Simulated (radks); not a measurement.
# The series with 11 electrons, Mg⁺ to Cr¹³⁺

What does a rising nuclear charge do to the levels of a fixed set of electrons? The series is run ion by ion, all in [Ne] 3s1.

The numbers are computed with radks (a radial shooting solver on a logarithmic mesh, Libxc functionals) version 1 (Dirac Kohn-Sham, LDA (Slater exchange, Perdew-Wang correlation), spin-unpolarised, spherical densities, point nucleus), except any that are marked as measured or tabulated.

**1. What is computed**

| Property | Result |
| --- | --- |
| electrons | 11 |
| ions | Mg⁺, Al²⁺, Si³⁺, P⁴⁺, S⁵⁺, Cl⁶⁺, Ar⁷⁺, K⁸⁺, Ca⁹⁺, Sc¹⁰⁺, Ti¹¹⁺, V¹²⁺, Cr¹³⁺ |
| configuration | [Ne] 3s1 |

Outer shells as boxes (Hund's rule):

[Ne] 3s1
```
[Ne] core
3s [↑ ]
```

**2. Mg⁺**

Input:

```text
Z 12
configuration [Ne] 3s1
relativity Dirac
functional lda,pw
spin unpolarised
j_filling average
nucleus point
c 137.035999084
```

**3. Al²⁺**

Input: that of step 2 with these lines changed.

```diff
@@ -1,2 +1,2 @@
-Z 12
+Z 13
 configuration [Ne] 3s1
```

**4. Si³⁺**

Input: that of step 3 with these lines changed.

```diff
@@ -1,2 +1,2 @@
-Z 13
+Z 14
 configuration [Ne] 3s1
```

**5. P⁴⁺**

Input: that of step 4 with these lines changed.

```diff
@@ -1,2 +1,2 @@
-Z 14
+Z 15
 configuration [Ne] 3s1
```

**6. S⁵⁺**

Input: that of step 5 with these lines changed.

```diff
@@ -1,2 +1,2 @@
-Z 15
+Z 16
 configuration [Ne] 3s1
```

**7. Cl⁶⁺**

Input: that of step 6 with these lines changed.

```diff
@@ -1,2 +1,2 @@
-Z 16
+Z 17
 configuration [Ne] 3s1
```

**8. Ar⁷⁺**

Input: that of step 7 with these lines changed.

```diff
@@ -1,2 +1,2 @@
-Z 17
+Z 18
 configuration [Ne] 3s1
```

**9. K⁸⁺**

Input: that of step 8 with these lines changed.

```diff
@@ -1,2 +1,2 @@
-Z 18
+Z 19
 configuration [Ne] 3s1
```

**10. Ca⁹⁺**

Input: that of step 9 with these lines changed.

```diff
@@ -1,2 +1,2 @@
-Z 19
+Z 20
 configuration [Ne] 3s1
```

**11. Sc¹⁰⁺**

Input: that of step 10 with these lines changed.

```diff
@@ -1,2 +1,2 @@
-Z 20
+Z 21
 configuration [Ne] 3s1
```

**12. Ti¹¹⁺**

Input: that of step 11 with these lines changed.

```diff
@@ -1,2 +1,2 @@
-Z 21
+Z 22
 configuration [Ne] 3s1
```

**13. V¹²⁺**

Input: that of step 12 with these lines changed.

```diff
@@ -1,2 +1,2 @@
-Z 22
+Z 23
 configuration [Ne] 3s1
```

**14. Cr¹³⁺**

Input: that of step 13 with these lines changed.

```diff
@@ -1,2 +1,2 @@
-Z 23
+Z 24
 configuration [Ne] 3s1
```

**Question.** What will these runs give? Wanted: for each run, ion; E; ε(1s1/2); ε(2s1/2); ε(2p1/2); ε(2p3/2); ε(3s1/2); <r>(3s1/2).

**Answer**, as computed:

```csv
ion,E (hartree),ε(1s1/2) (eV),ε(2s1/2) (eV),ε(2p1/2) (eV),ε(2p3/2) (eV),ε(3s1/2) (eV),<r>(3s1/2) (bohr)
Mg⁺,-199.15989,-1262.6,-88.404,-56.012,-55.723,-11.521,2.777
Al²⁺,-240.83976,-1525.4,-128.15,-90.667,-90.222,-23.929,2.196
Si³⁺,-286.68796,-1816.0,-175.14,-132.51,-131.86,-39.688,1.841
P⁴⁺,-336.70508,-2134.5,-229.24,-181.43,-180.50,-58.672,1.595
S⁵⁺,-390.89513,-2480.7,-290.38,-237.35,-236.06,-80.821,1.411
Cl⁶⁺,-449.26410,-2854.7,-358.53,-300.26,-298.52,-106.10,1.268
Ar⁷⁺,-511.81939,-3256.5,-433.69,-370.14,-367.85,-134.50,1.152
K⁸⁺,-578.56948,-3686.2,-515.86,-447.01,-444.04,-166.01,1.057
Ca⁹⁺,-649.52378,-4143.8,-605.03,-530.86,-527.07,-200.62,0.9761
Sc¹⁰⁺,-724.69257,-4629.4,-701.24,-621.72,-616.94,-238.34,0.9073
Ti¹¹⁺,-804.08694,-5143.1,-804.48,-719.60,-713.64,-279.16,0.8477
V¹²⁺,-887.71870,-5684.9,-914.79,-824.51,-817.19,-323.10,0.7956
Cr¹³⁺,-975.60048,-6255.0,-1032.2,-936.48,-927.56,-370.15,0.7496
```

**Reading.** Between Mg⁺ and Cr¹³⁺, 3s1/2 binds 32.1 times more strongly and its mean radius falls by a factor 3.70. The order of these tabulated levels, which need not hold every outer shell, does not change along the series. The configuration is held, so it need not be the ground state of every ion.
